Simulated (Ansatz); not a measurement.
# CH₄Cl₂FMoNO: vertical ionisation energy

One table from this session's results is given with a row withheld; the runs are named, their logs left out.

The runs use Ansatz 0.2.0, Gaussian basis; unrestricted cation, the program's frozen cores in correlated methods.

Levels to be run: UKS PBE-D4/def2-TZVPP; UKS r2SCAN-D4/def2-TZVPP; UKS PBE0-D4/def2-TZVPP; UKS B3LYP-D4/def2-TZVPP; UKS wB97X-V/def2-TZVPP; UKS wB97M-V/def2-TZVPP; UKS B2PLYP/def2-TZVPP; UHF-CCSD(T)/def2-TZVPP; UHF-MP2/def2-QZVPP; extrapolation to the limit; then −ε(HOMO) from the neutral's earlier runs with LDA (SPW92), PBE-D4, revPBE-D4, BLYP-D4, r2SCAN-D4, B97M-V, PBE0-D4, B3LYP-D4, r2SCANh-D4, r2SCAN0-D4, HSE06-D4, BHLYP-D4, CAM-B3LYP-D4, LC-ωPBE, ωB97X-V, ωB97M-V.

## The geometry

The geometry comes from an earlier relaxation with PBE0-D4 in a triple-zeta def2 set; it is a stationary point, not always the lowest conformer. Mo takes the def2 core potential; no spin-orbit term is included.

SMILES `C[N]=[Mo]([OH])([F])([Cl])[Cl]`, 11 atoms, charge 0, spin multiplicity 1.

Atoms are counted from 1 here; the program's logs count them from 0.

Bond lengths: C1–N2 1.405 Å, C1–H8 1.095 Å, C1–H9 1.098 Å, C1–H10 1.095 Å, N2–Mo3 1.714 Å, Mo3–O4 1.842 Å, Mo3–F5 1.842 Å, Mo3–Cl6 2.358 Å, Mo3–Cl7 2.300 Å, O4–H11 0.963 Å. Angles: N2–C1–H8 110.4°, N2–C1–H9 108.5°, N2–C1–H10 110.6°, H8–C1–H9 109.2°, H8–C1–H10 109.1°, H9–C1–H10 109.1°, C1–N2–Mo3 161.9°, N2–Mo3–O4 99.8°, N2–Mo3–F5 95.0°, N2–Mo3–Cl6 167.4°, N2–Mo3–Cl7 85.6°, O4–Mo3–F5 116.2°, O4–Mo3–Cl6 91.1°, O4–Mo3–Cl7 115.0°, F5–Mo3–Cl6 85.7°, F5–Mo3–Cl7 127.8°, Cl6–Mo3–Cl7 84.1°, Mo3–O4–H11 118.1°.

As a file:

```
C     0.9457   -1.6194   -0.4433
N     0.0922   -0.5159   -0.2761
Mo   -0.4775    1.0751    0.0129
O    -1.8407    0.7091    1.1968
F    -0.9763    1.3863   -1.7327
Cl   -0.7700    3.3939    0.3230
Cl    1.5760    1.4469    0.9792
H     1.0866   -1.8362   -1.5070
H     1.9176   -1.3793    0.0077
H     0.5317   -2.5047    0.0501
H    -2.0200   -0.2126    1.4102
```

Set-up of the first run:

Input file in.yaml:

```yaml
crystal:
  periodic: [false, false, false]
  atoms:
    - {symbol: C, position_ang: [0.945720, -1.619425, -0.443335]}
    - {symbol: N, position_ang: [0.092209, -0.515897, -0.276121]}
    - {symbol: Mo, position_ang: [-0.477541, 1.075080, 0.012934]}
    - {symbol: O, position_ang: [-1.840720, 0.709121, 1.196823]}
    - {symbol: F, position_ang: [-0.976283, 1.386263, -1.732683]}
    - {symbol: Cl, position_ang: [-0.770015, 3.393857, 0.323012]}
    - {symbol: Cl, position_ang: [1.575979, 1.446896, 0.979161]}
    - {symbol: H, position_ang: [1.086567, -1.836188, -1.507046]}
    - {symbol: H, position_ang: [1.917634, -1.379344, 0.007657]}
    - {symbol: H, position_ang: [0.531695, -2.504686, 0.050095]}
    - {symbol: H, position_ang: [-2.020047, -0.212577, 1.410203]}
basis:
  gaussian: {orbitals: def2-TZVPP}
total_charge: 1
magnetization: {spin_polarized: true, initial_magnetization: 1}
hamiltonian: {xc: pbe, dispersion: d4}
```

Started as:

```sh
$ ansatz run in.yaml --threads 2 --pin off --events-out ev --progress --plain --max-ram 31744MiB --backend cuda --devices 0, --max-vram 18GiB
```

Among the steps run: Cation, UKS PBE-D4/def2-TZVPP; Cation, UKS r2SCAN-D4/def2-TZVPP; Cation, UKS PBE0-D4/def2-TZVPP; Cation, UKS B3LYP-D4/def2-TZVPP; Cation, UKS wB97X-V/def2-TZVPP; Cation, UKS wB97M-V/def2-TZVPP; Cation, UKS B2PLYP (frozen core)/def2-TZVPP; Cation, UHF-CCSD(T)/def2-TZVPP; Cation, UHF-MP2/def2-QZVPP.

One of the session's tables, all rows but one given; the rest of the session is left out.

It belongs to the step «Ionisation energies side by side». Orbital estimates, from the neutral's runs:

| functional | −ε(HOMO) (eV) |
| --- | --- |
| LDA (SPW92) | 6.81 |
| PBE-D4 | 6.64 |
| revPBE-D4 | 6.57 |
| BLYP-D4 | 6.48 |
| r2SCAN-D4 | 6.97 |
| B97M-V | 7.06 |
| PBE0-D4 | 7.99 |
| B3LYP-D4 | 7.72 |
| r2SCANh-D4 | 7.47 |
| r2SCAN0-D4 | 8.21 |
| HSE06-D4 | 7.59 |
| BHLYP-D4 | 9.19 |
| CAM-B3LYP-D4 | 9.29 |
| LC-ωPBE | 10.67 |
| ωB97X-V | 10.30 |
| ωB97M-V | ? |

Q: Estimate the row for ωB97M-V from the others.

As computed: −ε(HOMO) (eV): 10.16. In the column «−ε(HOMO) (eV)» it lies between CAM-B3LYP-D4 (9.29) and ωB97X-V (10.30).

To keep in mind: The cation may have settled in a state other than its lowest; no search over hole states beyond the program's own was made.
